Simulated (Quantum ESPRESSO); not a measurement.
Something may be wrong with this Quantum ESPRESSO 7.5 calculation of NAlO2H4.

File run.py:

```python
import numpy as np
from ase.calculators.espresso import Espresso, EspressoProfile
from ase.io import read

atoms = read('AlH4NO2.xyz')
atoms.set_initial_magnetic_moments([0.5, 0.0, 0.0, 0.0, 0.0, 0.0, 0.0, 0.0])

input_data = {
    'control': {'calculation': 'scf', 'prefix': 'pwscf', 'outdir': './tmp', 'tprnfor': True, 'disk_io': 'low', 'nstep': 30},
    'system': {'ecutwfc': 92.0, 'nbnd': 22, 'input_dft': 'revpbe', 'occupations': 'smearing', 'smearing': 'gaussian', 'degauss': 0.00073499, 'nspin': 2, 'tot_magnetization': 0.0, 'vdw_corr': 'grimme-d3', 'dftd3_version': 4},
    'electrons': {'conv_thr': 1e-22, 'electron_maxstep': 100, 'mixing_beta': 0.3},
}
pseudopotentials = {'N': 'N.upf', 'H': 'H.upf', 'Al': 'Al.upf', 'O': 'O.upf'}
profile = EspressoProfile(command='pw.x', pseudo_dir='pseudo')
atoms.calc = Espresso(profile=profile, input_data=input_data, pseudopotentials=pseudopotentials, kpts=(1, 1, 1), koffset=(0, 0, 0))

from ase.optimize import BFGSLineSearch
done = BFGSLineSearch(atoms, trajectory='opt.traj').run(fmax=0.02, steps=30)
print('converged', done)
print(f'energy {atoms.get_potential_energy():.8f} eV')
```

The input AlH4NO2.xyz:

```xyz
8
Lattice="13.0000000000 0.0000000000 0.0000000000 0.0000000000 14.0000000000 0.0000000000 0.0000000000 0.0000000000 11.0000000000" Properties=species:S:1:pos:R:3 pbc="T T T"
N      5.7246930000      8.4558460000      5.7226950000
Al     6.2029110000      6.7021360000      5.7020260000
O      7.6783850000      6.3751940000      5.2605080000
O      4.9735530000      5.6474740000      5.8541450000
H      6.1601670000      9.3130100000      5.7239050000
H      4.4418400000      8.8340280000      6.0513530000
H      8.4502600000      6.8142340000      4.8473810000
H      5.1220260000      4.8008380000      5.9216190000
```

Potentials or basis: PseudoDojo 0.4 SR PBE stringent.

Launch:

```bash
$ OMP_NUM_THREADS=1 python run.py
```

Output:

```text

```

espresso.pwo:

```text
[... 300 lines left out ...]
     absolute magnetization    =     0.00 Bohr mag/cell

     iteration # 12     ecut=    92.00 Ry     beta= 0.30
     Davidson diagonalization with overlap
```

Problem. Diagnose the run.

Solution. The calculation hadn't finished when its time ran out. The input holds a flaw that was put in on purpose: unreachable SCF threshold (conv_thr = 1e-22).
